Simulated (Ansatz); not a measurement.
**BH4InTe: small, medium and large basis sets**

The task here is to estimate one member of a computed series from the others.

Program: Ansatz 0.2.0, Gaussian basis. Level of theory: one geometry, several basis sets. These are calculated values, not measurements.

Levels to be run: PBE0-D4/def2-SVP; ωB97M-V/def2-SVP; PBE0-D4/def2-QZVPP; ωB97M-V/def2-QZVPP; the functionals' def2-TZVPP values are taken from earlier runs.

## Structure used throughout

The geometry comes from an earlier relaxation with PBE0-D4 in a triple-zeta def2 set; it is a stationary point, not always the lowest conformer. In, Te take the def2 core potential; no spin-orbit term is included.

7 atoms, charge 0, spin multiplicity 1.

Atoms are counted from 1 here; the program's logs count them from 0.

Bond lengths: In1–B2 2.229 Å, In1–H4 1.731 Å, In1–H5 1.731 Å, B2–Te3 2.102 Å, B2–H6 1.196 Å, Te3–H7 1.664 Å. Angles: B2–In1–H4 122.1°, B2–In1–H5 122.1°, H4–In1–H5 115.8°, In1–B2–Te3 124.3°, In1–B2–H6 124.9°, Te3–B2–H6 110.8°, B2–Te3–H7 98.2°.

The first run:

Contents of in.yaml:

```yaml
crystal:
  periodic: [false, false, false]
  atoms:
    - {symbol: In, position_ang: [-1.081351, 0.257703, -0.810253]}
    - {symbol: B, position_ang: [0.071271, 0.058455, 1.086927]}
    - {symbol: Te, position_ang: [2.088195, -0.524868, 1.191973]}
    - {symbol: H, position_ang: [-1.945762, -1.070965, -1.505369]}
    - {symbol: H, position_ang: [-1.127662, 1.737681, -1.706731]}
    - {symbol: H, position_ang: [-0.368014, 0.267189, 2.179983]}
    - {symbol: H, position_ang: [2.363324, -0.725195, -0.436541]}
basis:
  gaussian: {orbitals: def2-SVP}
hamiltonian: {xc: pbe0, dispersion: d4}
output: {orbitals: {seedname: orbitals}}
```

The run is started by

```sh
ansatz run in.yaml --threads 2 --pin off --events-out ev --progress --plain --max-ram 4352MiB
```

Steps of the session up to this table: PBE0-D4 in def2-SVP; ωB97M-V in def2-SVP; PBE0-D4 in def2-QZVPP; ωB97M-V in def2-QZVPP.

One table of the session follows, with a row left open; its other results are not shown here.

It belongs to the step «Functionals by basis». 

```
functional       basis  HOMO (eV)  LUMO (eV)
   PBE0-D4    def2-SVP      -7.12      -1.88
   PBE0-D4  def2-TZVPP      -7.14      -1.95
   PBE0-D4  def2-QZVPP      -7.14      -1.97
   ωB97M-V    def2-SVP      -9.13      -0.16
   ωB97M-V  def2-TZVPP      -9.17      -0.32
   ωB97M-V  def2-QZVPP          ?          ?
```

Q: Estimate the row for ωB97M-V, def2-QZVPP from the others.

As computed: HOMO (eV): -9.18; LUMO (eV): -0.35. In the column «HOMO (eV)» it is the lowest.
